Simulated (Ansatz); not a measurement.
# HfC (triplet): wave-function methods side by side, def2-TZVPP

An exercise on one series of results from a longer session: the logs are not shown, and one member is left open.

Program: Ansatz 0.2.0, Gaussian basis. Level of theory: def2-TZVPP, core rule «outside noble gas», up to 5 orbitals frozen. These are calculated values, not measurements.

To be run: UHF; ROHF; CCSD(T) on UHF.

## The geometry

The geometry is a PBE0/def2-TZVP stationary point (not a proven minimum) of the parent state, kept for this charge and spin. No spin-orbit coupling is included. Elements past krypton take def2 core potentials.

2 atoms, charge 0, spin multiplicity 3.

Atoms are counted from 1 here; the program's logs count them from 0.

Bond lengths: Hf1–C2 2.091 Å.

As a file:

| atom | x (Å) | y (Å) | z (Å) |
| --- | --- | --- | --- |
| Hf1 | 0.0000 | 0.0000 | 0.0000 |
| C2 | 0.0000 | 0.0000 | 2.0906 |

Set-up of the first run:

in.yaml reads:

```yaml
crystal:
  periodic: [false, false, false]
  atoms:
    - {symbol: Hf, position_ang: [0.000000, 0.000000, 0.000000]}
    - {symbol: C, position_ang: [0.000000, 0.000000, 2.090600]}
basis:
  gaussian: {orbitals: def2-TZVPP}
magnetization: {spin_polarized: true, initial_magnetization: 2}
hamiltonian: {xc: hf}
output: {orbitals: {seedname: orbitals}}
```

The run is started by

```bash
$ ansatz run in.yaml --threads 1 --pin off --events-out ev --progress --plain --max-ram 4096MiB --backend cpu
```

Among the steps run: UHF; ROHF; CCSD(T) on UHF.

One table of the session follows, with a row left open; its other results are not shown here.

It belongs to the step «Misses and costs». 

```
  method  from UCCSD(T) (kcal/mol)
    ROHF                   +151.95
     UHF                   +126.94
    UMP2                         ?
   UCCSD                     +9.00
UCCSD(T)                         0
```

Estimate the missing values for UMP2.

The run gave: from UCCSD(T) (kcal/mol): +37.97. In the column «from UCCSD(T) (kcal/mol)» it lies between UCCSD (+9.00) and UHF (+126.94).

Limits of these values: The determinant is far from a pure spin state, so its energy mixes those of several spin states (harmless only where they are near-degenerate, as at dissociation).
